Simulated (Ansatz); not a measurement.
# CaGa: the cost of one run

Method: reference: DFT r2SCAN, plane waves, PAW, scalar-relativistic, no spin polarisation, in Ansatz 0.2.0.

## (1) The structure to begin with

It takes space group Fd-3m (No. 227, cubic). The conventional cell has a = 7.260 Å, b = 7.260 Å, c = 7.260 Å, α = 90.00°, β = 90.00°, γ = 90.00°. Ga (site symmetry -43m) is surrounded by 4 Ca at 3.14 Å and 4 Ga at 3.14 Å. Ca (site symmetry -43m) is surrounded by 4 Ga at 3.14 Å and 4 Ca at 3.14 Å.

Coordinates:

```cif
data_structure
_symmetry_space_group_name_H-M 'P 1'
_symmetry_Int_Tables_number 1
_cell_length_a 5.1336
_cell_length_b 5.1336
_cell_length_c 5.1336
_cell_angle_alpha 60.000
_cell_angle_beta 60.000
_cell_angle_gamma 60.000
_cell_volume 95.66
loop_
_atom_site_label
_atom_site_type_symbol
_atom_site_fract_x
_atom_site_fract_y
_atom_site_fract_z
_atom_site_occupancy
Ga1 Ga 0.00000 0.00000 0.00000 1
Ga2 Ga 0.25000 0.25000 0.25000 1
Ca1 Ca 0.50000 0.50000 0.50000 1
Ca2 Ca 0.75000 0.75000 0.75000 1
```

## (2) The reference run

input.yaml

```yaml
crystal:
  lattice:
    - [0.0, 3.629978, 3.629978]
    - [3.629978, 0.0, 3.629978]
    - [3.629978, 3.629978, 0.0]
  atoms:
    - { symbol: Ga, position: [0.0, 0.0, 0.0] }
    - { symbol: Ga, position: [0.25, 0.25, 0.25] }
    - { symbol: Ca, position: [0.5, 0.5, 0.5] }
    - { symbol: Ca, position: [0.75, 0.75, 0.75] }
  symmetry: { tolerance: 0.0003 }
kpoints:
  mp_grid: { grid: [4, 4, 4], shift: [0, 0, 0] }
magnetization:
  spin_polarized: false
scf:
  occupations: { method: gaussian, width: 0.0107 }
hamiltonian:
  pseudopotentials: { kind: paw }
  xc: r2scan
basis:
  ecutwfc: 500
output:
  forces: true
  stress: true
  eigenvalues: true
```

On the command line:

```sh
$ ansatz run input.yaml --threads 1 --pin off --max-ram 2560MiB --backend cpu --events-out ev --progress --plain --runs-dir out
```

What time and memory should one allow on 1 thread of Arm Neoverse V2, shared host?

About 4.2 s, with a peak of 0.59 GiB.
